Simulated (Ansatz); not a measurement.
Crystal: Hf2Pd2Se2Br2O3.

```xyz
11
Lattice="7.5867 -1.7097 -1.1758 7.5867 1.7097 -1.1758 -2.0245 0.0000 13.0516" Properties=species:S:1:pos:R:3 pbc="T T T"
Hf   14.2165    0.0000   -1.4206
Hf    8.6262    0.0000    2.2691
Pd    1.6873    0.0000    6.2302
Pd    3.3945    0.0000    8.9390
Se   12.2827    0.0000    8.8683
Se   10.7952    0.0000    5.8168
Br    8.8069    0.0000   -0.7891
Br    3.1532    0.0000    3.1608
O     8.2058    0.0000    4.0943
O     5.7021    0.0000    0.0464
O     0.0207    0.0000    2.8206
```

The cell was built by a generator and needn't be a form met in nature.

Base run:

* Program: Ansatz 0.2.0
* Functional: PBE
* Potentials or basis: Ansatz PAW
* Cutoff: 420 eV (not typed: the program's choice for these potentials)
* k mesh: 8 × 8 × 2
* Occupations: fermi-dirac, width 0.05 eV
* Spin: no spin polarisation
* Hubbard terms: Hf d U = 2 eV, Pd d U = 2 eV

Its results: band gap on the k mesh 1.06 eV, indirect (least direct gap 1.09 eV); pressure 0.6 GPa; largest force 0.183 eV/Å.

Problem. The run is repeated on the same cell with these changes: hubbard terms from Hf d U = 2 eV, Pd d U = 2 eV to Hf d U = 4 eV, Pd d U = 4 eV. What comes out?

Solution. Band gap on the k mesh 1.20 eV, indirect (least direct gap 1.24 eV); pressure 1.3 GPa; largest force 0.370 eV/Å.

Caveats: spin-orbit coupling is left out, which moves the levels of the heavy elements.

A k mesh can miss the band edges.
